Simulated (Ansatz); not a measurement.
# NiPt: ferro- or antiferromagnet

Aim: compare arrangements of the moments in a cell of NiPt: parallel, none, and patterns of up and down. Methods of the runs shown: PAW and LAPW. Its runs: parallel moments (PAW and LAPW); no spin polarisation (PAW); moments start +- (PAW and LAPW).

Computed with Ansatz 0.2.0 (DFT LDA, with the methods named in each step, unless a step's input says otherwise).

## Step 1: The system as given

It takes space group P4/mmm (No. 123, tetragonal). The conventional cell has a = 2.710 Å, b = 2.710 Å, c = 3.578 Å, α = 90.00°, β = 90.00°, γ = 90.00°. Ni (site symmetry 4/mmm) has 8 Pt at 2.62 Å and 4 Ni at 2.71 Å as nearest neighbours. Around Pt (site symmetry 4/mmm) lie 8 Ni at 2.62 Å and 4 Pt at 2.71 Å.

Coordinates:

```xyz
2
Lattice="2.7099 0.0000 0.0000 0.0000 2.7099 0.0000 0.0000 0.0000 3.5783" Properties=species:S:1:pos:R:3 pbc="T T T"
Ni    1.3550    1.3550    1.7892
Pt    0.0000    0.0000    0.0000
```

In patterns such as +-, the signs follow the magnetic atoms in the order of the input.

Atoms are numbered in the order of the input: Ni1, Pt2.

## Step 2: Parallel moments, PAW

The input, input.yaml:

```yaml
crystal:
  lattice:
    - [2.7099397941, 0.0, 0.0]
    - [0.0, 2.7099397941, 0.0]
    - [0.0, 0.0, 3.57832]
  atoms:
    - { symbol: Ni, position: [0.5, 0.5, 0.5], spin: 1.5 }
    - { symbol: Pt, position: [0.0, 0.0, 0.0], spin: 0.6 }
magnetization:
  spin_polarized: true
kpoints:
  mp_grid: { grid: [11, 11, 8] }
scf:
  occupations: { method: fermi_dirac, width: 0.1 }
  lower_state_search: "off"
hamiltonian:
  xc: lda
  pseudopotentials: { kind: paw }
output:
  forces: true
  stress: true
  eigenvalues: true
  populations: true
```

The run is started by

```sh
$ ansatz run input.yaml --threads 1 --pin off --max-ram 3072MiB --backend cpu --events-out ev --progress --plain --runs-dir out
```

What it wrote (excerpt; [...] marks lines left out):

```text
[...]
Pseudopotentials: kind: paw
Pseudopotential: Ni, paw, valence charge 18, recommended cutoff 420 eV (normal)
Pseudopotential: Pt, paw, valence charge 18, recommended cutoff 420 eV (normal)
Functional definition: SPW92
[...]
Crystal: 2 atoms, lattice volume = 26.278 Å³
Basis set: ecut = 420 eV, 519 PW (Γ)
Bands: 24, of which v1, the nominal top of the filled ones, is band 18 counted from 1 (17 counted from 0)
Symmetry: 16 space group operations
Space group: P4/mmm (ITA 123), of the structure as read, at distance tolerance 3.0e-5 Å
Magnetic group: BNS 123.339 (UNI 999), of the structure as read, at distance tolerance 3.0e-5 Å
k-points: 105 of 968
[...]
Starting moments: Σ|m| = 2.1 μB on 2 of 2 sites
[...]
SCF iter   1: F=—  HF=-18021.259933 eV  |F-HF|=—  |Δ(HF+E_count)|=         —  Δρ=2.28e-1 (↑8.85e-2 ↓2.28e-1)  dr2=2.47e1  dr2_m=2.61e0  M=0.758 μB ∫|m|=0.798 μB  β_m=0.30  ethr=3.10e-3  ⟨swp⟩=5.0  Hψ=18917  notcnv=0
[...]
spin-set hold released at iteration 6 (site moments contracting): the magnetisation degrees of freedom join the quasi-Newton model from the next iteration; the mixer history was flushed
[...]
SCF iter  19: F=-18018.528774 eV  HF=-18018.528774 eV  |F-HF|=5.17e-10  |Δ(HF+E_count)|=   1.32e-9  Δρ=1.08e-6 (↑9.52e-7 ↓1.08e-6)  dr2=5.54e-10  dr2_m=8.46e-11  M=0.616 μB ∫|m|=0.653 μB  ethr=4.25e-11  ⟨swp⟩=2.0  Hψ=11963  notcnv=0
[...]
SCF converged after 19 iterations
an eigenvalue changed by more than its tolerance at an iteration that met the thresholds in force, so the SCF went on 1 time: the last check found none over its tolerance
Magnetization: 0.6165 μB (18.3082 up, 17.6918 down)
Absolute magnetization: 0.6534 μB (∫|ρ↑−ρ↓|, with the PAW one-centre terms)
Spin contamination: 0.0049 ħ² per cell (⟨S²⟩ above its minimum at these occupations)
Per-site moments (μB) at R_I (Å): [(0.4449775342866097, 1.081425245951643), (0.18583605646604703, 1.081425245951643)]
Free energy (F): -18018.528774 eV
[...]
E sigma→0 (E₀):  -18018.470467 eV
Entropy (-TS):   -0.116614 eV (-58.307 meV/atom)
Fermi energy:    20.445993 eV
[...]
--- Forces (eV/Å), atoms counted from 1 ---
  atom   1  Ni     0.00000000    -0.00000000     0.00000000
  atom   2  Pt    -0.00000000     0.00000000     0.00000000
[...]
--- Stress (GPa, compression-positive) ---
      -12.864247       0.000000       0.000000
        0.000000     -12.864247       0.000000
        0.000000       0.000000     -11.499136
  P = ⅓ Tr σ = -12.4092 GPa (-124.092 kbar)
--- Band table (eV; the first three rows and the last of 210) ---
  k-point 0 ↑: bands = ["-82.0063", "-78.2219", "-42.8717", "-42.7829", "-42.7829", "-32.2904", "-32.2102", "-32.2102", "10.7227", "14.3836", "14.4469", "17.4648", "17.4648", "18.3799", "18.9176", "19.4932", "20.3568", "20.5293", "20.5293", "23.4485", "31.2677", "32.0917", "32.0917", "38.4821"]
[...]
--- Löwdin populations: 2 sites ---
  site symbol       q [e]    m [muB]
     0     Ni     17.6557     0.4306
     1     Pt     17.9794     0.2025
  spilling = 0.010137 (of n_electrons = 36.000000)
```

It took 20 s on 1 thread of Intel Xeon Platinum 8259CL at 2.50GHz (Skylake/Cascade Lake), shared host; peak memory 0.45 GiB.

In short: total moment 0.62 μB; site moments Ni1 0.44, Pt2 0.19 μB; pressure -12.41 GPa; no gap.

## Step 3: Parallel moments, LAPW

Changes to input.yaml since step 2:

```diff
@@ -17,3 +17,3 @@
   xc: lda
-  pseudopotentials: { kind: paw }
+  pseudopotentials: { kind: all_electron, lapw: { basis_error: 0.001 } }
 output:
```

The run is started by

```sh
$ ansatz run input.yaml --threads 1 --pin off --max-ram 3072MiB --backend cpu --events-out ev --progress --plain --runs-dir out
```

What it wrote (excerpt; [...] marks lines left out):

```text
Ni: projections on atomic orbitals take those of the free atom 1s2 2s2 2p6 3s2 3p6 3d8 4s2, of charge +0.00 (hamiltonian.pseudopotentials.projection_atoms)
Pt: projections on atomic orbitals take those of the free atom 1s2 2s2 2p6 3s2 3p6 3d10 4s2 4p6 4d10 4f14 5s2 5p6 5d9 6s1, of charge +0.00 (hamiltonian.pseudopotentials.projection_atoms)
LAPW: plane waves up to 8.744 Å⁻¹, error target 1.0e-3 eV per atom; small_component_spin mean_spin; Ni in spheres of 1.279 Å, 18 of its electrons in bands, Dirac shells []; Pt in spheres of 1.343 Å, 42 of its electrons in bands, Dirac shells []
[...]
Pseudopotentials: kind: all_electron
Pseudopotential: Ni, LAPW, valence charge 18, Koelling and Harmon's equation, gaussian nucleus
Pseudopotential: Pt, LAPW, valence charge 42, Koelling and Harmon's equation, gaussian nucleus
[... 1 set-up line as earlier in the session ...]
[...]
Absolute magnetization: 0.6460 μB (∫|ρ↑−ρ↓|)
Spin contamination: 0.0048 ħ² per cell (⟨S²⟩ above its minimum at these occupations)
Per-site moments (μB) at R_I (Å): [(0.4369456345194944, 1.2787493587982772), (0.18607159759217495, 1.3428875620190586)]
Free energy (F): -541996.263016 eV
[...]
E sigma→0 (E₀):  -541996.204772 eV
Entropy (-TS):   -0.116488 eV (-58.244 meV/atom)
Fermi energy:    23.654279 eV
[...]
--- Forces (eV/Å), atoms counted from 1 ---
  atom   1  Ni    -0.00000000     0.00000000     0.00000000
  atom   2  Pt    -0.00000000     0.00000000     0.00000000
[...]
--- Stress (GPa, compression-positive) ---
      -12.899413       0.000000       0.000000
        0.000000     -12.899413       0.000000
        0.000000       0.000000     -11.547311
  P = ⅓ Tr σ = -12.4487 GPa (-124.487 kbar)
--- Band table (eV; the first three rows and the last of 210) ---
[...]
--- Löwdin populations: 2 sites ---
  site symbol       q [e]    m [muB]
     0     Ni     27.6378     0.4309
     1     Pt     78.0065     0.1951
  spilling = 0.003355 (of n_electrons = 106.000000)
```

Run time: 2.3 min. Hardware: 1 thread of Intel Xeon Platinum 8259CL at 2.50GHz (Skylake/Cascade Lake), shared host; peak memory 0.8 GiB.

In short: total moment 0.61 μB; site moments Ni1 0.44, Pt2 0.19 μB; pressure -12.45 GPa; no gap.

## Step 4: No spin polarisation, PAW

The input, input.yaml:

```yaml
crystal:
  lattice:
    - [2.7099397941, 0.0, 0.0]
    - [0.0, 2.7099397941, 0.0]
    - [0.0, 0.0, 3.57832]
  atoms:
    - { symbol: Ni, position: [0.5, 0.5, 0.5] }
    - { symbol: Pt, position: [0.0, 0.0, 0.0] }
kpoints:
  mp_grid: { grid: [11, 11, 8] }
scf:
  occupations: { method: fermi_dirac, width: 0.1 }
  lower_state_search: "off"
hamiltonian:
  xc: lda
  pseudopotentials: { kind: paw }
output:
  forces: true
  stress: true
  eigenvalues: true
```

The run is started by

```sh
$ ansatz run input.yaml --threads 1 --pin off --max-ram 3072MiB --backend cpu --events-out ev --progress --plain --runs-dir out
```

What it wrote (excerpt; [...] marks lines left out):

```text
[...]
[... 4 set-up lines as earlier in the session ...]
[...]
Crystal: 2 atoms, lattice volume = 26.278 Å³
Basis set: ecut = 420 eV, 519 PW (Γ)
Bands: 22, of which v1, the nominal top of the filled ones, is band 18 counted from 1 (17 counted from 0)
[... 2 set-up lines as earlier in the session ...]
k-points: 105 of 968
[...]
SCF iter   1: F=—  HF=-18018.536597 eV  |F-HF|=—  |Δ(HF+E_count)|=         —  Δρ=2.26e-2  dr2=6.65e-2  ethr=1.77e-3  ⟨swp⟩=4.9  Hψ=8715  notcnv=0
[...]
SCF iter   6: F=-18018.526803 eV  HF=-18018.526803 eV  |F-HF|=2.15e-9  |Δ(HF+E_count)|=   8.53e-9  Δρ=7.43e-6  dr2=3.76e-9  ethr=2.78e-10  ⟨swp⟩=5.0  Hψ=10069  notcnv=0
[...]
SCF converged after 6 iterations
Free energy (F): -18018.526803 eV
[...]
E sigma→0 (E₀):  -18018.464289 eV
Entropy (-TS):   -0.125026 eV (-62.513 meV/atom)
Fermi energy:    20.433688 eV
[...]
--- Forces (eV/Å), atoms counted from 1 ---
  atom   1  Ni     0.00000000     0.00000000     0.00000000
  atom   2  Pt     0.00000000     0.00000000     0.00000000
[...]
--- Stress (GPa, compression-positive) ---
      -13.293441       0.000000       0.000000
        0.000000     -13.293441       0.000000
        0.000000       0.000000     -12.405449
  P = ⅓ Tr σ = -12.9974 GPa (-129.974 kbar)
--- Band table (eV; the first three rows and the last of 105) ---
  k-point 0: bands = ["-81.7018", "-78.2067", "-42.5807", "-42.4851", "-42.4851", "-32.2653", "-32.1834", "-32.1834", "10.7380", "14.4219", "14.4912", "17.5948", "17.5948", "18.5909", "19.0824", "19.6754", "20.4902", "20.7151", "20.7151", "23.4670", "31.3254", "32.1178"]
[...]
```

Run time: 3.1 s. Hardware: 1 thread of Intel Xeon Platinum 8259CL at 2.50GHz (Skylake/Cascade Lake), shared host; peak memory 0.4 GiB.

Read from it: pressure -13.00 GPa; no gap.

## Step 5: Moments start +-, PAW

Changes to input.yaml since step 4:

```diff
@@ -6,4 +6,6 @@
   atoms:
-    - { symbol: Ni, position: [0.5, 0.5, 0.5] }
-    - { symbol: Pt, position: [0.0, 0.0, 0.0] }
+    - { symbol: Ni, position: [0.5, 0.5, 0.5], spin: 1.5 }
+    - { symbol: Pt, position: [0.0, 0.0, 0.0], spin: -0.6 }
+magnetization:
+  spin_polarized: true
 kpoints:
@@ -20 +22,6 @@
   eigenvalues: true
+  populations: true
+  write_density: true
+  write_potential: true
+  elf: true
+  volumetric_format: npy
```

The run is started by

```sh
$ ansatz run input.yaml --threads 1 --pin off --max-ram 3072MiB --backend cpu --events-out ev --progress --plain --runs-dir out
```

What it wrote (excerpt; [...] marks lines left out):

```text
[...]
[... 4 set-up lines as earlier in the session ...]
[...]
Crystal: 2 atoms, lattice volume = 26.278 Å³
Basis set: ecut = 420 eV, 519 PW (Γ)
Bands: 24, of which v1, the nominal top of the filled ones, is band 18 counted from 1 (17 counted from 0)
[... 2 set-up lines as earlier in the session ...]
Magnetic group: BNS 123.339 (UNI 999), of the structure as read, at distance tolerance 3.0e-5 Å
k-points: 105 of 968
[...]
Starting moments: Σ|m| = 2.1 μB on 2 of 2 sites
[...]
Spin contamination: 0.0049 ħ² per cell (⟨S²⟩ above its minimum at these occupations)
Per-site moments (μB) at R_I (Å): [(0.4448452375012118, 1.081425245951643), (0.18577608765358494, 1.081425245951643)]
Free energy (F): -18018.528774 eV
[...]
E sigma→0 (E₀):  -18018.470465 eV
Entropy (-TS):   -0.116619 eV (-58.310 meV/atom)
Fermi energy:    20.445980 eV
[...]
--- Forces (eV/Å), atoms counted from 1 ---
  atom   1  Ni     0.00000000    -0.00000000     0.00000000
  atom   2  Pt    -0.00000000    -0.00000000     0.00000000
[...]
--- Stress (GPa, compression-positive) ---
      -12.864450       0.000000       0.000000
        0.000000     -12.864450       0.000000
        0.000000       0.000000     -11.499681
  P = ⅓ Tr σ = -12.4095 GPa (-124.095 kbar)
--- Band table (eV; the first three rows and the last of 210) ---
[... band rows left out ...]
[...]
--- Löwdin populations: 2 sites ---
  site symbol       q [e]    m [muB]
     0     Ni     17.6557     0.4305
     1     Pt     17.9794     0.2024
  spilling = 0.010137 (of n_electrons = 36.000000)
```

Run time: 16 s. Hardware: 1 thread of Intel Xeon Platinum 8259CL at 2.50GHz (Skylake/Cascade Lake), shared host; peak memory 0.45 GiB.

In short: total moment 0.62 μB; site moments Ni1 0.44, Pt2 0.19 μB; pressure -12.41 GPa; no gap.

Density in a lattice plane of the grid's cell (edges 2.71 and 3.58 Å, at 0.000 of the third edge), which holds Pt.

Values in e/Å³, 12 rows by 10 columns:
```
10.05  8.33  4.65  1.60  0.59  0.39  0.59  1.60  4.65  8.33
 5.30  4.16  2.12  0.81  0.41  0.32  0.41  0.81  2.12  4.16
 1.55  1.24  0.74  0.43  0.30  0.26  0.30  0.43  0.74  1.24
 0.40  0.37  0.31  0.26  0.24  0.23  0.24  0.26  0.31  0.37
 0.20  0.20  0.20  0.21  0.22  0.23  0.22  0.21  0.20  0.20
 0.15  0.16  0.17  0.20  0.22  0.24  0.22  0.20  0.17  0.16
 0.20  0.20  0.20  0.21  0.22  0.23  0.22  0.21  0.20  0.20
 0.40  0.37  0.31  0.26  0.24  0.23  0.24  0.26  0.31  0.37
 1.55  1.24  0.74  0.43  0.30  0.26  0.30  0.43  0.74  1.24
 5.30  4.16  2.12  0.81  0.41  0.32  0.41  0.81  2.12  4.16
10.05  8.33  4.65  1.60  0.59  0.39  0.59  1.60  4.65  8.33
12.04 10.29  6.06  2.12  0.69  0.43  0.69  2.12  6.06 10.29
```
Columns run along the first of these edges and rows up along the second, over one cell in 10 and 12 even steps from the bottom left corner. Atoms in the plane (fractional): Pt at (0.00, 0.00).

ELF in the same plane.

Ten even steps from '0' (0.17) to '9' (0.68):
```
999975322222357999
999864222222246899
998753212221235789
776532212221223567
544322222222222344
222222211111222222
111111111111111111
111111111111111111
000000000000000000
000000000000000000
000000000000000000
111111111111111111
111111111111111111
222222211111222222
544322222222222344
776532212221223567
998753212221235789
999864222222246899
999975322222357999
999985322222358999
```
Columns run along the first of these edges and rows up along the second, over one cell in 18 and 20 even steps from the bottom left corner. Atoms in the plane (fractional): Pt at (0.00, 0.00).

Both are smooth fields of the valence electrons: close to the nuclei they are not physical.

Spin density (up less down) in a lattice plane of the grid's cell (edges 2.71 and 3.58 Å, at 0.000 of the third edge), which holds Pt.

Values in e/Å³, 12 rows by 10 columns:
```
0.07 0.08 0.06 0.03 0.00 0.00 0.00 0.03 0.06 0.08
0.05 0.06 0.04 0.01 0.00 0.00 0.00 0.01 0.04 0.06
0.02 0.02 0.01 0.00 0.00 0.00 0.00 0.00 0.01 0.02
0.00 0.00 0.00 0.00 0.00 0.00 0.00 0.00 0.00 0.00
0.00 0.00 0.00 0.00 0.00 0.00 0.00 0.00 0.00 0.00
0.00 0.00 0.00 0.00 0.00 0.00 0.00 0.00 0.00 0.00
0.00 0.00 0.00 0.00 0.00 0.00 0.00 0.00 0.00 0.00
0.00 0.00 0.00 0.00 0.00 0.00 0.00 0.00 0.00 0.00
0.02 0.02 0.01 0.00 0.00 0.00 0.00 0.00 0.01 0.02
0.05 0.06 0.04 0.01 0.00 0.00 0.00 0.01 0.04 0.06
0.07 0.08 0.06 0.03 0.00 0.00 0.00 0.03 0.06 0.08
0.08 0.06 0.05 0.03 0.01 0.00 0.01 0.03 0.05 0.06
```
Columns run along the first of these edges and rows up along the second, over one cell in 10 and 12 even steps from the bottom left corner. Atoms in the plane (fractional): Pt at (0.00, 0.00).

## Step 6: Moments start +-, LAPW

Changes to input.yaml since step 5:

```diff
@@ -17,3 +17,3 @@
   xc: lda
-  pseudopotentials: { kind: paw }
+  pseudopotentials: { kind: all_electron, lapw: { basis_error: 0.001 } }
 output:
@@ -23,5 +23 @@
   populations: true
-  write_density: true
-  write_potential: true
-  elf: true
-  volumetric_format: npy
```

The run is started by

```sh
$ ansatz run input.yaml --threads 1 --pin off --max-ram 3072MiB --backend cpu --events-out ev --progress --plain --runs-dir out
```

What it wrote (excerpt; [...] marks lines left out):

```text
Ni: projections on atomic orbitals take those of the free atom 1s2 2s2 2p6 3s2 3p6 3d8 4s2, of charge +0.00 (hamiltonian.pseudopotentials.projection_atoms)
Pt: projections on atomic orbitals take those of the free atom 1s2 2s2 2p6 3s2 3p6 3d10 4s2 4p6 4d10 4f14 5s2 5p6 5d9 6s1, of charge +0.00 (hamiltonian.pseudopotentials.projection_atoms)
LAPW: plane waves up to 8.744 Å⁻¹, error target 1.0e-3 eV per atom; small_component_spin mean_spin; Ni in spheres of 1.279 Å, 18 of its electrons in bands, Dirac shells []; Pt in spheres of 1.343 Å, 42 of its electrons in bands, Dirac shells []
[...]
[... 4 set-up lines as earlier in the session ...]
[...]
Absolute magnetization: 0.6459 μB (∫|ρ↑−ρ↓|)
Spin contamination: 0.0048 ħ² per cell (⟨S²⟩ above its minimum at these occupations)
Per-site moments (μB) at R_I (Å): [(0.4368741228491686, 1.2787493587982772), (0.186038779290584, 1.3428875620190586)]
Free energy (F): -541996.263016 eV
[...]
E sigma→0 (E₀):  -541996.204770 eV
Entropy (-TS):   -0.116492 eV (-58.246 meV/atom)
Fermi energy:    23.654275 eV
[...]
--- Forces (eV/Å), atoms counted from 1 ---
  atom   1  Ni     0.00000000     0.00000000     0.00000000
  atom   2  Pt     0.00000000     0.00000000     0.00000000
[...]
--- Stress (GPa, compression-positive) ---
      -12.899599       0.000000       0.000000
        0.000000     -12.899599       0.000000
        0.000000       0.000000     -11.546814
  P = ⅓ Tr σ = -12.4487 GPa (-124.487 kbar)
--- Band table (eV; the first three rows and the last of 210) ---
[...]
--- Löwdin populations: 2 sites ---
  site symbol       q [e]    m [muB]
     0     Ni     27.6378     0.4308
     1     Pt     78.0065     0.1950
  spilling = 0.003355 (of n_electrons = 106.000000)
```

Wall time 2.3 min (1 thread of Intel Xeon Platinum 8259CL at 2.50GHz (Skylake/Cascade Lake), shared host); peak memory 0.8 GiB.

Result: total moment 0.61 μB; site moments Ni1 0.44, Pt2 0.19 μB; pressure -12.45 GPa; no gap.

## Step 7: The series in one table

The reference is each method's run with parallel moments; energies are per magnetic atom (2 in the cell).

| run | method | energy from the method's reference (meV/magnetic atom) | total moment (μB) | largest site moment (μB) | final signs, all atoms | cycles | time |
| --- | --- | --- | --- | --- | --- | --- | --- |
| parallel moments | LAPW | 0.0 | 0.61 | 0.44 | ++ | 23 | 2.3 min |
| moments start +- | LAPW | 0.0 | 0.61 | 0.44 | ++ | 22 | 2.3 min |
| parallel moments | PAW | 0.0 | 0.62 | 0.44 | ++ | 19 | 20 s |
| no spin polarisation | PAW | 1.0 | – | – | – | 6 | 3.1 s |
| moments start +- | PAW | 0.0 | 0.62 | 0.44 | ++ | 19 | 16 s |

Final signs are given up to a flip of all moments, with 0 for moments under 0.1 μB.

## Step 8: Results

| quantity | value |
| --- | --- |
| lowest state (LAPW), reached from several starts | Ni1 0.44, Pt2 0.19 μB |
| lowest state (PAW), reached from several starts | Ni1 0.44, Pt2 0.19 μB |
| its gain over no spin (PAW) | 2.0 meV/cell |

What this shows: By LAPW the starts «moments start +-» and «parallel moments» end in one state, the lowest found. By PAW the starts «moments start +-» and «parallel moments» end in one state, the lowest found. A run can end in another pattern than it began with. Only this cell's orders were tried, so longer waves of spin are out of reach. The magnetic state is the one reached from the start moments in this cell; it needn't be the ground state. Spin-orbit coupling is left out, though the cell holds Pt; in elements this heavy it can shift bands and gaps by tenths of an eV. The cell isn't relaxed for this functional (it is under tension of several GPa), which inflates moments. The k mesh (11×11×8) wasn't tested for convergence.
